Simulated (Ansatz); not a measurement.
# H19C2NO8: the cost of one run

Method: DFT PBEsol, plane waves, PAW, scalar-relativistic, no spin polarisation, in Ansatz 0.2.0.

## (1) The system as given

The cell holds 30 atoms (C2H19NO8): a = 6.889 Å, b = 6.889 Å, c = 6.889 Å, α = 90.00°, β = 90.00°, γ = 90.00°.

Its coordinates follow in the input file.

## (2) Preparing the start

input.yaml reads:

```yaml
crystal:
  lattice:
    - [6.889419, 0.0, 0.0]
    - [0.0, 6.889419, 0.0]
    - [0.0, 0.0, 6.889419]
  atoms:
    - { symbol: O, position: [0.0865111, 0.9841593, 0.8611781] }
    - { symbol: H, position: [0.1125774, 1.0962689, 0.7804515] }
    - { symbol: H, position: [0.0671728, 0.8797001, 0.7690962] }
    - { symbol: O, position: [0.4124079, 0.2981664, 0.8961871] }
    - { symbol: H, position: [0.4983373, 0.408057, 0.9136514] }
    - { symbol: H, position: [0.3034207, 0.3265022, 0.9803517] }
    - { symbol: O, position: [0.1844869, 0.5063264, 0.2813311] }
    - { symbol: H, position: [0.0464239, 0.479884, 0.2792739] }
    - { symbol: H, position: [0.2373764, 0.4046667, 0.3627732] }
    - { symbol: O, position: [0.9394691, 0.3361295, 1.0116222] }
    - { symbol: H, position: [0.948439, 0.4699728, 0.969547] }
    - { symbol: H, position: [1.0179029, 0.2658671, 0.9184765] }
    - { symbol: O, position: [0.7263883, 0.4352183, 0.6458644] }
    - { symbol: H, position: [0.6982205, 0.572041, 0.6300239] }
    - { symbol: H, position: [0.8159386, 0.4066054, 0.5413328] }
    - { symbol: O, position: [0.5787111, 0.0396699, 0.2012728] }
    - { symbol: H, position: [0.6695568, 0.1466543, 0.2094097] }
    - { symbol: H, position: [0.5667692, 0.0156126, 0.0632748] }
    - { symbol: O, position: [0.139325, 0.8445117, 0.3847504] }
    - { symbol: H, position: [0.045111, 0.7698766, 0.4576759] }
    - { symbol: H, position: [0.0732061, 0.8743782, 0.26433] }
    - { symbol: O, position: [0.4967115, 0.1098438, 0.542311] }
    - { symbol: H, position: [0.5419166, 0.2150442, 0.6238842] }
    - { symbol: H, position: [0.3567993, 0.1235488, 0.5435551] }
    - { symbol: C, position: [0.2266435, 0.5256187, 0.6808338] }
    - { symbol: C, position: [0.4071223, 0.6038131, 0.7600313] }
    - { symbol: "N", position: [0.5527024, 0.6668873, 0.8239146] }
    - { symbol: H, position: [0.1070873, 0.5519048, 0.7814303] }
    - { symbol: H, position: [0.1932195, 0.5951565, 0.5424445] }
    - { symbol: H, position: [0.2404694, 0.3695046, 0.6575633] }
basis:
  ecutwfc: 420.0
kpoints:
  mp_grid: { grid: [1, 1, 1] }
hamiltonian:
  xc: pbesol
scf:
  occupations: { method: fermi_dirac, width: 0.05 }
  lower_state_search: "off"
relax:
  f_tol: 0.3
  max_steps: 15
  adjacent_minimum: "off"
```

Command:

```sh
ansatz run input.yaml --threads 1 --pin off --max-ram 3072MiB --backend cpu --events-out ev --progress --plain --runs-dir out
```

Q: Estimate wall time and peak memory on 1 thread of AMD EPYC 7R13 (Zen 3), shared host.

About 27 s, with a peak of 0.43 GiB.
